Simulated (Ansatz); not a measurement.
# GeNH (singlet): wave-function methods side by side, cc-pVDZ

How much of the correlation energy of GeNH (singlet) does each wave-function method recover here?

Computed with Ansatz 0.2.0, Gaussian basis. Level: cc-pVDZ, core rule «outside noble gas», up to 15 orbitals frozen.

To be run: UHF; CCSD(T) on RHF; CCSD(T) on UHF; BCCD(T) on RHF; CISD; CCSDT(Q) on RHF; CCSDT(Q) on UHF; CCSDTQ on RHF; CCSDTQ on UHF; CASSCF and MRCISD+Q, 10 electrons in 9 orbitals; CASSCF and NEVPT2, 10 electrons in 9 orbitals.

4 further runs of the same task are left out: 4 set aside as unsound or not needed.

## 1. The system

The geometry is a PBE0/def2-TZVP stationary point (not a proven minimum). No spin-orbit coupling is included. The filled d shell of Ge may be among the frozen orbitals whatever the setting's name suggests; the logs give the count.

3 atoms, charge 0, spin multiplicity 1.

Atoms are counted from 1 here; the program's logs count them from 0.

Bond lengths: Ge1–N2 1.644 Å, N2–H3 1.003 Å. Angles: Ge1–N2–H3 180.0°.

## 2. UHF

File in.yaml:

```yaml
crystal:
  periodic: [false, false, false]
  atoms:
    - {symbol: Ge, position_ang: [0.000000, 0.000000, 1.430501]}
    - {symbol: N, position_ang: [0.000000, 0.000000, -0.213910]}
    - {symbol: H, position_ang: [0.000000, 0.000000, -1.216591]}
basis:
  gaussian: {orbitals: cc-pVDZ}
magnetization: {spin_polarized: true, initial_magnetization: 0}
hamiltonian: {xc: hf}
output: {orbitals: {seedname: orbitals}}
```

Command:

```console
$ ansatz run in.yaml --threads 1 --pin off --events-out ev --progress --plain --max-ram 2816MiB --backend cpu
```

Further steps of the session: CCSD(T) on RHF; CCSD(T) on UHF; BCCD(T) on RHF; CISD; CCSDT(Q) on RHF; CCSDT(Q) on UHF; CCSDTQ on RHF; CCSDTQ on UHF; CASSCF and MRCISD+Q, 10 electrons in 9 orbitals; CASSCF and NEVPT2, 10 electrons in 9 orbitals.

Before running them: what should the planned runs give, taken together? Wanted: RCCSDTQ below the RHF energy; RMP2 from RCCSDTQ; RCCSD from RCCSDTQ; RCCSD(T) from RCCSDTQ; RCCSDT(Q) from RCCSDTQ; NEVPT2 valence from RCCSDTQ; MRCISD+Q valence from RCCSDTQ; T1 diagnostic; effectively unpaired electrons.

The runs gave:

```
                         quantity              value
     RCCSDTQ below the RHF energy         -7.7058 eV
                RMP2 from RCCSDTQ       +62.4 kJ/mol
               RCCSD from RCCSDTQ       +39.8 kJ/mol
            RCCSD(T) from RCCSDTQ        +5.0 kJ/mol
           RCCSDT(Q) from RCCSDTQ        -1.0 kJ/mol
      NEVPT2 valence from RCCSDTQ       +96.2 kJ/mol
    MRCISD+Q valence from RCCSDTQ        +7.2 kJ/mol
levels within 1 kcal/mol (43 meV)  RCCSDT, RCCSDT(Q)
                    T1 diagnostic              0.029
   effectively unpaired electrons               0.06
```

**Reading.** RCCSD(T) misses by +5.0 kJ/mol, 0.7 % of the correlation energy. One determinant dominates. Of the multireference levels listed MRCISD+Q valence comes nearest in total energy (+7.2 kJ/mol), which doesn't show that its space is the better one. These misses are within one basis, not against nature.
